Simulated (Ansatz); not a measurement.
# Ti3Al: the cost of one run

Program: Ansatz 0.2.0. Level of theory: DFT PBEsol, scalar-relativistic, plane waves, PAW. These are calculated values, not measurements.

55 further runs of the same task are left out: 55 set aside as unsound or not needed.

## (1) The system as given

It takes space group Fm-3m (No. 225, cubic). Conventional cell: a = 5.799 Å, b = 5.799 Å, c = 5.799 Å, α = 90.00°, β = 90.00°, γ = 90.00°. Around Ti (site symmetry -43m) lie 4 Ti at 2.51 Å and 4 Al at 2.51 Å. Ti (site symmetry m-3m) has 8 Ti at 2.51 Å as nearest neighbours. Al (site symmetry m-3m) has 8 Ti at 2.51 Å as nearest neighbours.

As a file:

```
CELL_PARAMETERS angstrom
0.00000 2.89933 2.89933
2.89933 0.00000 2.89933
2.89933 2.89933 0.00000
ATOMIC_POSITIONS crystal
Ti 0.75000 0.75000 0.75000
Ti 0.25000 0.25000 0.25000
Ti 0.00000 0.00000 0.00000
Al 0.50000 0.50000 0.50000
```

## (2) Volume 12.186 Å³ an atom, total moment held at 1.200 muB a cell

input.yaml

```yaml
crystal:
  lattice:
    - [0.0, 2.8993260424, 2.8993260424]
    - [2.8993260424, 0.0, 2.8993260424]
    - [2.8993260424, 2.8993260424, 0.0]
  atoms:
    - { symbol: Ti, position: [0.75, 0.75, 0.75], spin: 0.4 }
    - { symbol: Ti, position: [0.25, 0.25, 0.25], spin: 0.4 }
    - { symbol: Ti, position: [0.0, 0.0, 0.0], spin: 0.4 }
    - { symbol: Al, position: [0.5, 0.5, 0.5] }
basis:
  ecutwfc: 520.0
kpoints:
  mp_grid: { grid: [12, 12, 12] }
hamiltonian:
  xc: pbesol
  pseudopotentials: { kind: paw, azcp: { folder: soft_1 } }
scf:
  occupations: { method: gaussian, width: 0.15 }
  lower_state_search: "off"
output:
  forces: true
  stress: true
  eigenvalues: true
  populations: true
magnetization:
  spin_polarized: true
  initial_magnetization: 1.2
  spin_locking: { lock_magnetization: hard }
```

Launch:

```sh
> ansatz run input.yaml --threads 4 --pin off --max-ram 8192MiB --backend cpu --events-out ev --progress --plain --runs-dir out
```

Q: Estimate wall time and peak memory on 4 threads of Arm Neoverse V1, shared host.

About 6 s, with a peak of 0.48 GiB.
